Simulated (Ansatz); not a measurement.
# BFH₄SiSn: small, medium and large basis sets

How large a basis does BFH₄SiSn need? Two functionals are run in growing sets.

Program: Ansatz 0.2.0, Gaussian basis. Level of theory: one geometry, several basis sets. These are calculated values, not measurements.

Plan: PBE0-D4/def2-SVP; ωB97M-V/def2-SVP; PBE0-D4/def2-QZVPP; ωB97M-V/def2-QZVPP; the functionals' def2-TZVPP values are taken from earlier runs.

### Step 1. The geometry

The geometry comes from an earlier relaxation with PBE0-D4 in a triple-zeta def2 set; it is a stationary point, not always the lowest conformer. Sn takes the def2 core potential; no spin-orbit term is included.

SMILES `F[B]1[SiH2][SnH2]1`, 8 atoms, charge 0, spin multiplicity 1.

Atoms are counted from 1 here; the program's logs count them from 0.

Bond lengths: F1–B2 1.314 Å, B2–Si3 1.939 Å, B2–Sn4 2.244 Å, Si3–Sn4 2.683 Å, Si3–H5 1.491 Å, Si3–H6 1.487 Å, Sn4–H7 1.711 Å, Sn4–H8 1.702 Å. Angles: F1–B2–Si3 138.9°, F1–B2–Sn4 126.8°, Si3–B2–Sn4 79.4°, B2–Si3–Sn4 55.3°, B2–Si3–H5 132.8°, B2–Si3–H6 108.1°, Sn4–Si3–H5 146.4°, Sn4–Si3–H6 88.0°, H5–Si3–H6 112.3°, B2–Sn4–Si3 45.3°, B2–Sn4–H7 119.9°, B2–Sn4–H8 131.4°, Si3–Sn4–H7 130.2°, Si3–Sn4–H8 105.3°, H7–Sn4–H8 108.4°.

### Step 2. PBE0-D4 in def2-SVP

Input file in.yaml:

```yaml
crystal:
  periodic: [false, false, false]
  atoms:
    - {symbol: F, position_ang: [2.415878, -0.732026, 0.525462]}
    - {symbol: B, position_ang: [1.183956, -0.281226, 0.597737]}
    - {symbol: Si, position_ang: [0.191463, 1.330087, 0.175016]}
    - {symbol: Sn, position_ang: [-0.629606, -1.161626, -0.387816]}
    - {symbol: H, position_ang: [0.597657, 2.656707, -0.370621]}
    - {symbol: H, position_ang: [-0.947679, 1.434232, 1.124737]}
    - {symbol: H, position_ang: [-0.459861, -2.083767, -1.819282]}
    - {symbol: H, position_ang: [-2.259606, -1.219481, 0.098966]}
basis:
  gaussian: {orbitals: def2-SVP}
hamiltonian: {xc: pbe0, dispersion: d4}
output: {orbitals: {seedname: orbitals}}
```

Started as:

```console
ansatz run in.yaml --threads 2 --pin off --events-out ev --progress --plain --max-ram 4352MiB
```

Further steps of the session: ωB97M-V in def2-SVP; PBE0-D4 in def2-QZVPP; ωB97M-V in def2-QZVPP.

**Question.** What will the summary of the whole plan be? Wanted: PBE0-D4: double and triple zeta above quadruple; ωB97M-V: double and triple zeta above quadruple.

The runs gave:

| quantity | value |
| --- | --- |
| PBE0-D4: double and triple zeta above quadruple | 7.54, 0.49 eV |
| ωB97M-V: double and triple zeta above quadruple | 7.65, 0.46 eV |

For PBE0-D4 the step from double to triple zeta gains 7.06 eV and the next only 0.49 eV. Total energies overstate the basis error of differences, where much of it tends to cancel.
